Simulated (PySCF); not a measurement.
# C6H9FGe: circular dichroism and optical rotation

Aim: compute the circular dichroism and optical rotation of C6H9FGe (`C=C[C@H]1C(=C)[CH2][Ge@H]1[F]`).

Programs: PySCF 2.14.0, with routines of our own; each step states its level. All values are computed. Atoms count from 0.

## 1. The system as given

17 atoms, charge 0, multiplicity 1; geometry from: GFN2-xTB.

## 2. Circular dichroism and optical rotation: TDDFT PBE0/def2-SVPD

The job: settings as JSON, then the geometry in Å.

```
{"job": {"kind": "ecd", "xc": "PBE0", "basis": "def2-SVPD", "nstates": 16}, "charge": 0, "multiplicity": 1}
C      2.778212    -0.150621    -0.450690
C      1.583333     0.125511     0.046159
C      0.312177    -0.116031    -0.663783
C     -0.849720    -0.611216     0.174441
C     -0.761874    -1.465357     1.176046
C     -2.094615     0.116373    -0.284290
Ge    -0.896593     1.460836    -1.181696
F     -0.644764     2.809228    -0.057545
H      2.898037    -0.596569    -1.425411
H      3.683610     0.060830     0.091265
H      1.484120     0.578160     1.024395
H      0.469637    -0.761926    -1.531471
H     -1.626271    -1.757065     1.749342
H      0.176031    -1.919841     1.447971
H     -2.738810     0.440327     0.530172
H     -2.685731    -0.486188    -0.973171
H     -1.093778     2.285579    -2.473302
```

Level: TDDFT PBE0/def2-SVPD circular dichroism and optical rotation, one conformer, gas phase.

Run with:

```console
> OMP_NUM_THREADS=1 python excited_run.py task.json out
```

The driver reads the jobs from task.json and runs them one after another.

What it wrote:

```text
coarse grid: 66048 points
cycle   1  E = -2409.6128722788  dE =  2.506e-01  |g| = 7.873e-01  |ddm| = 8.263e+00
cycle   2  E = -2409.4323917573  dE =  1.805e-01  |g| = 1.296e+00  |ddm| = 3.329e+00
cycle   3  E = -2409.7325556102  dE = -3.002e-01  |g| = 1.489e-01  |ddm| = 1.925e+00
cycle   4  E = -2409.7365866011  dE = -4.031e-03  |g| = 4.613e-02  |ddm| = 2.923e-01
cycle   5  E = -2409.7370034690  dE = -4.169e-04  |g| = 1.309e-02  |ddm| = 1.031e-01
cycle   6  E = -2409.7370436440  dE = -4.018e-05  |g| = 4.688e-03  |ddm| = 3.783e-02
cycle   7  E = -2409.7370494460  dE = -5.802e-06  |g| = 9.587e-04  |ddm| = 1.261e-02
final grid: 140240 points
cycle   8  E = -2409.7370184288  dE =  8.742e-08  |g| = 1.431e-03  |ddm| = 1.707e-02
cycle   9  E = -2409.7370174554  dE =  9.734e-07  |g| = 2.421e-03  |ddm| = 7.489e-03
cycle  10  E = -2409.7370189212  dE = -1.466e-06  |g| = 2.592e-04  |ddm| = 4.814e-03
cycle  11  E = -2409.7370189375  dE = -1.629e-08  |g| = 3.166e-05  |ddm| = 5.978e-04
cycle  12  E = -2409.7370189377  dE = -2.055e-10  |g| = 1.158e-05  |ddm| = 9.512e-05
converged SCF energy = -2409.7370189377

Singlet excitations and rotatory strengths (1e-40 esu^2 cm^2)
state   eV       nm     f(len)   f(vel)    R(len)    R(vel)   main configurations
  1   5.3149   233.3  0.09137  0.09180   -19.615   -19.623   H->L 0.79, H->L+1 0.15
  2   5.7240   216.6  0.06057  0.05852   -31.295   -30.370   H-1->L 0.57, H->L+1 0.30, H->L 0.10
  3   5.9426   208.6  0.15847  0.15777   -14.970   -15.080   H->L+1 0.48, H-1->L 0.34
  4   6.0688   204.3  0.02136  0.02023    -9.721    -9.076   H->L+2 0.89
  5   6.4234   193.0  0.05628  0.05537   -17.858   -18.457   H-1->L+1 0.40, H->L+3 0.38, H-1->L+2 0.09
  6   6.4601   191.9  0.07357  0.07462   -38.085   -38.516   H->L+3 0.53, H-1->L+1 0.31, H-1->L+2 0.10
  7   6.6026   187.8  0.02857  0.02859    65.307    64.244   H->L+4 0.82, H-2->L 0.11
  8   6.7097   184.8  0.08991  0.08911   -82.079   -82.628   H-2->L 0.60, H-1->L+2 0.10, H->L+4 0.08
  9   6.8976   179.7  0.09737  0.09207    55.704    54.122   H-1->L+2 0.56, H-1->L+1 0.10, H-2->L 0.10
 10   6.9755   177.7  0.03447  0.03415    35.796    40.805   H-1->L+3 0.80
 11   7.0968   174.7  0.02848  0.02904    26.730    27.175   H->L+5 0.41, H-2->L+1 0.36
 12   7.1281   173.9  0.04377  0.04555    34.124    34.124   H-1->L+4 0.56, H->L+5 0.26
 13   7.2769   170.4  0.04093  0.03981   -30.322   -30.666   H-2->L+1 0.35, H-3->L 0.33, H-1->L+4 0.12
 14   7.3847   167.9  0.01008  0.01003    31.338    27.659   H-3->L 0.26, H->L+6 0.23, H->L+5 0.09
 15   7.4263   167.0  0.02772  0.03349    40.274    43.801   H->L+6 0.65, H-3->L 0.10
 16   7.5336   164.6  0.02623  0.02631   -50.631   -50.392   H-2->L+2 0.75, H->L+7 0.09

Specific rotation (deg / (dm g/mL))
    nm     length   length(OI)   velocity    alpha(len)  alpha(vel)
  633.0    -286.71    -284.45    -277.93      106.914    106.673
  589.3    -341.24    -338.57    -330.92      107.554    107.313
  546.0    -413.40    -410.20    -401.11      108.366    108.126
  436.0    -766.59    -760.98    -745.38      111.898    111.659
  405.0    -961.84    -954.98    -936.11      113.607    113.368
  365.0   -1366.93   -1357.60   -1332.53      116.761    116.521
  355.0   -1513.64   -1503.45   -1476.29      117.800    117.560
```

It took 1.9 min on 1 thread of Arm Neoverse V2, shared host; peak memory 1.1 GiB.

## 3. Outcome

| quantity | value |
| --- | --- |
| state of largest rotatory strength (velocity form) among 16 (step 2, TDDFT PBE0/def2-SVPD) | 6.71 eV, R = -82.6 (velocity), -82.1 (length) ·10⁻⁴⁰ esu² cm² |
| specific rotation at 633.0 nm (step 2, TDDFT PBE0/def2-SVPD) | -277.9 (velocity), -286.7 (length) |

In words: Steps that list no spin-orbit terms leave them out, which matters at and beside the heavy atoms. Rotations belong to one conformer.
